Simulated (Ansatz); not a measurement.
**FGeH₂I: a ladder of functionals and wavefunction methods**

How much do the methods differ for FGeH₂I? The plan is to run it at one geometry with functionals of several rungs and with coupled cluster. The yardstick is the atomisation energy at the CCSD(T) limit.

Method: functionals in def2-TZVPP, the program's frozen cores in correlated methods; program: Ansatz 0.2.0, Gaussian basis.

The runs, in order: LDA (SPW92), PBE-D4, revPBE-D4, BLYP-D4, r2SCAN-D4, B97M-V, PBE0-D4, B3LYP-D4, r2SCANh-D4, r2SCAN0-D4, HSE06-D4, BHLYP-D4, CAM-B3LYP-D4, LC-ωPBE, ωB97X-V, ωB97M-V, B2PLYP, PBE-QIDH; CCSD(T)/def2-SVP; CCSD(T)/def2-TZVPP; CCSD(T)/def2-QZVPP; extrapolation to the limit; RPA on PBE.

## (1) The relaxed structure

An earlier PBE0-D4 in a triple-zeta def2 set relaxation fixed the geometry. I takes the def2 core potential; no spin-orbit term is included.

SMILES `[F][GeH2][I]`, 5 atoms, charge 0, spin multiplicity 1.

Atoms are counted from 1 here; the program's logs count them from 0.

Bond lengths: F1–Ge2 1.734 Å, Ge2–I3 2.492 Å, Ge2–H4 1.530 Å, Ge2–H5 1.530 Å. Angles: F1–Ge2–I3 107.2°, F1–Ge2–H4 106.6°, F1–Ge2–H5 106.6°, I3–Ge2–H4 110.0°, I3–Ge2–H5 110.0°, H4–Ge2–H5 116.0°.

## (2) LDA

This LDA is Slater exchange with PW92 correlation.

Input file in.yaml:

```yaml
crystal:
  periodic: [false, false, false]
  atoms:
    - {symbol: F, position_ang: [-0.265395, -0.807048, 1.494545]}
    - {symbol: Ge, position_ang: [0.193992, -0.103245, -0.022083]}
    - {symbol: I, position_ang: [-1.690533, 1.351089, -0.758130]}
    - {symbol: H, position_ang: [0.375259, -1.262075, -1.004884]}
    - {symbol: H, position_ang: [1.436479, 0.747780, 0.249251]}
basis:
  gaussian: {orbitals: def2-TZVPP}
hamiltonian: {xc: lda}
output: {orbitals: {seedname: orbitals}}
```

On the command line:

```console
ansatz run in.yaml --threads 2 --pin off --events-out ev --progress --plain --max-ram 32768MiB --backend cpu
```

After this run come: PBE-D4 (GGA); revPBE-D4 (GGA); BLYP-D4 (GGA); r2SCAN-D4 (meta-GGA); B97M-V (meta-GGA); PBE0-D4 (hybrid); B3LYP-D4 (hybrid); r2SCANh-D4 (hybrid); r2SCAN0-D4 (hybrid); HSE06-D4 (hybrid); BHLYP-D4 (hybrid); CAM-B3LYP-D4 (range-separated); LC-ωPBE (range-separated); ωB97X-V (range-separated); ωB97M-V (range-separated); B2PLYP (double hybrid); PBE-QIDH (double hybrid); CCSD(T) in def2-SVP; CCSD(T) in def2-TZVPP; CCSD(T) in def2-QZVPP; RPA on PBE orbitals.

Before running them: what should the planned runs give, taken together? Wanted: atomisation energy, CCSD(T)/CBS; farthest beyond LDA; mean size of error, GGA; mean size of error, meta-GGA; mean size of error, hybrid; mean size of error, range-separated; mean size of error, double hybrid; gap, smallest and largest; T1 diagnostic.

As calculated:

| quantity | value |
| --- | --- |
| atomisation energy, CCSD(T)/CBS | 1363.3 kJ/mol |
| functionals within 13.6 kJ/mol (1.0 %) | PBE-D4, r2SCAN-D4, B97M-V, ωB97X-V |
| farthest beyond LDA | BHLYP-D4 (-73.9 kJ/mol) |
| mean size of error, GGA | 33.4 kJ/mol |
| mean size of error, meta-GGA | 8.3 kJ/mol |
| mean size of error, hybrid | 41.9 kJ/mol |
| mean size of error, range-separated | 27.8 kJ/mol |
| mean size of error, double hybrid | 34.0 kJ/mol |
| gap, smallest and largest | 4.60 eV (BLYP-D4), 11.50 eV (LC-ωPBE) |
| T1 diagnostic | 0.0102 |
| triples share of the correlation energy | 2.6 % |

**Reading.** LDA overbinds by 192.6 kJ/mol (14 %). PBE-D4 misses by -10.2 kJ/mol. Double hybrids carry the basis error of their MP2 part in triple zeta, and no dispersion term here, so their miss is partly the set-up's. Taken by rung, meta-GGA functionals do best (8.3 kJ/mol on average) and hybrid ones worst beyond LDA (41.9 kJ/mol). The mean of the hybrids holds BHLYP, with half exact exchange. The reference freezes the cores and leaves out spin-orbit coupling and excitations past (T), and its outer-core shells are covered unevenly, so misses under about 13.6 kJ/mol can't be ranked. All levels share the lack of spin-orbit coupling, which lowers the free heavy atoms and so the true binding. Hartree-Fock recovers 70 % of the binding; the rest is correlation. CCSD(T) in def2-SVP is off by -119.8 kJ/mol, more than most functionals: a good method in a small basis is no reference. The gap grows from 4.6 to 11.5 eV across the functionals, mostly with the share of exact exchange. Correlated methods include outer-core shells of Ge, I, which these sets cover unevenly.
